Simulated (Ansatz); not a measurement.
# Si2B2C: the cost of one run

Program: Ansatz 0.2.0. Level of theory: DFT PBE, scalar-relativistic, plane waves, PAW. These are calculated values, not measurements.

## 1. The system as given

Symmetry: P4/mmm, No. 123, tetragonal system. The conventional cell has a = 4.430 Å, b = 4.430 Å, c = 2.971 Å, α = 90.00°, β = 90.00°, γ = 90.00°. Around Si (site symmetry mmm) lie 2 B at 2.21 Å and 2 C at 2.21 Å. B (site symmetry 4/mmm) is surrounded by 2 C at 1.49 Å. Around B (site symmetry 4/mmm) lie 4 Si at 2.21 Å. C (site symmetry 4/mmm) is surrounded by 2 B at 1.49 Å.

Structure file:

```xyz
5
Lattice="4.4297 0.0000 0.0000 0.0000 4.4297 0.0000 0.0000 0.0000 2.9708" Properties=species:S:1:pos:R:3 pbc="T T T"
Si    2.2148    0.0000    1.4854
Si    0.0000    2.2148    1.4854
B     0.0000    0.0000    0.0000
B     2.2148    2.2148    1.4854
C     0.0000    0.0000    1.4854
```

A structure generator made this guess: random cell by space group and Wyckoff sites (P4/mmm, No. 123). The dimensions are guesses.

## 2. Probe: one point on a coarse mesh

File input.yaml:

```yaml
crystal:
  lattice:
    - [4.42967682, 0.0, 0.0]
    - [0.0, 4.42967682, 0.0]
    - [0.0, 0.0, 2.97083904]
  atoms:
    - { symbol: Si, position: [0.5, 0.0, 0.5] }
    - { symbol: Si, position: [0.0, 0.5, 0.5] }
    - { symbol: B, position: [0.0, 0.0, 0.0] }
    - { symbol: B, position: [0.5, 0.5, 0.5] }
    - { symbol: C, position: [0.0, 0.0, 0.5] }
basis:
  ecutwfc: 420
kpoints:
  mp_grid: { grid: [4, 4, 6] }
hamiltonian:
  xc: pbe
scf:
  occupations: { method: gaussian, width: 0.1 }
  lower_state_search: "off"
output:
  forces: true
  stress: true
  eigenvalues: true
```

On the command line:

```
$ ansatz run input.yaml --threads 1 --pin off --max-ram 2560MiB --backend cpu --events-out ev --progress --plain --runs-dir out
```

Q: Estimate wall time and peak memory on 1 thread of Arm Neoverse V1, shared host.

About 1.6 s, with a peak of 0.3 GiB.
